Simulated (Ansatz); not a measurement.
This script for a rigid scan of one bond length of C₂H₃NTe, SMILES C1=NC[Te]1 with the Ansatz DFT code, driven from Python holds a mistake.

`run_scan.py`
```python
"""Potential curve of C2H3NTe along one bond."""

import ansatz as az
import matplotlib.pyplot as plt
import numpy as np

BASIS = "def2-SVP"
LEVEL = "mp2"

GEOMETRY = """
C    -0.77330    0.66510   -0.55760
N     0.33890    0.94310    0.00960
C     0.58740   -0.40250    0.40690
Te   -0.79480   -1.43180   -0.36880
H    -1.53290    1.35460   -1.07990
H     0.61120   -0.46250    1.52800
H     4.36202   -1.96113    0.05443
"""


def main() -> None:
    molecule = az.Crystal.molecule()
    for line in GEOMETRY.strip().splitlines():
        symbol, *xyz = line.split()
        molecule = molecule.atom(symbol, [float(v) for v in xyz])

    symbols = [site.symbol for site in molecule.cartesian_sites]
    start = np.array([site.position_ang for site in molecule.cartesian_sites])
    axis = (start[6] - start[2]) / np.linalg.norm(start[6] - start[2])
    moving = [6]
    lengths, energies = [0.98, 1.06, 1.16, 1.27, 1.45, 1.74, 2.08, 2.55], []
    for length in lengths:
        xyz = start.copy()
        xyz[moving] += (length - np.linalg.norm(start[6] - start[2])) * axis
        point = az.Crystal.molecule()
        for symbol, xyz in zip(symbols, xyz):
            point = point.atom(symbol, xyz.tolist())
        calc = point.calculation().basis(gaussian=BASIS).correlation(LEVEL)
        r = calc.run(threads=1).report
        energies.append(r["free_energy_ev"])
        print(f"r = {length:6.3f} A  E = {energies[-1]:.5f} eV  <S^2> = {abs(r['mean_field']['state']['spin_squared']):.3f}")

    print("energy above the lowest point (eV):", [round(e - min(energies), 3) for e in energies])
    plt.figure(figsize=(4.5, 3))
    plt.plot(lengths, np.array(energies) - min(energies), "o-")
    plt.xlabel("bond length (A)")
    plt.ylabel("E - E(min) (eV)")
    plt.tight_layout()
    plt.savefig("scan.png", dpi=100)


if __name__ == "__main__":
    main()
```

```console
$ python run_scan.py
r =  0.980 A  E = -10863.57877 eV  <S^2> = 0.000
r =  1.060 A  E = -10863.88248 eV  <S^2> = 0.000
r =  1.160 A  E = -10863.88683 eV  <S^2> = 0.000
r =  1.270 A  E = -10863.61641 eV  <S^2> = 0.000
r =  1.450 A  E = -10862.90202 eV  <S^2> = 0.000
r =  1.740 A  E = -10861.63541 eV  <S^2> = 0.000
r =  2.080 A  E = -10860.38870 eV  <S^2> = 0.000
r =  2.550 A  E = -10859.21222 eV  <S^2> = 0.000
energy above the lowest point (eV): [0.308, 0.004, 0.0, 0.27, 0.985, 2.251, 3.498, 4.675]
```

The script ran to its end, but the result can't be trusted. Why?

The fault: one atom is pulled far from the rest. The correction:

```diff
--- before
+++ after
@@ -16,3 +16,3 @@
 H     0.61120   -0.46250    1.52800
-H     4.36202   -1.96113    0.05443
+H     1.62470   -0.73410    0.01610
 """
```

With that change:

```console
$ python run_scan.py
r =  0.980 A  E = -10863.70480 eV  <S^2> = 0.000
r =  1.060 A  E = -10863.99857 eV  <S^2> = 0.000
r =  1.160 A  E = -10863.99003 eV  <S^2> = 0.000
r =  1.270 A  E = -10863.70529 eV  <S^2> = 0.000
r =  1.450 A  E = -10862.96782 eV  <S^2> = 0.000
r =  1.740 A  E = -10861.66805 eV  <S^2> = 0.000
r =  2.080 A  E = -10860.39552 eV  <S^2> = 0.000
r =  2.550 A  E = -10859.20596 eV  <S^2> = 0.000
energy above the lowest point (eV): [0.294, 0.0, 0.009, 0.293, 1.031, 2.331, 3.603, 4.793]
```

Total energies depend on the basis set; only differences at equal settings carry meaning. The rest of the molecule is held rigid at a force-field or estimated start geometry, and the basis set is modest; single-reference methods fail as a bond breaks. def2 sets replace the cores of elements past krypton by effective core potentials. The orbitals are restricted, so S² is zero by construction. Toward dissociation an unrestricted state can lie under the restricted one, by tenths of an eV for polar bonds under a functional and by 1 to 2 eV or more for others. S² is that of the Hartree-Fock reference. Finished in 16 s on 1 thread of Arm Neoverse V1, with other jobs on the host, peak memory 0.28 GiB.

(Lines on the test bed's own set-up are left out of the output.)
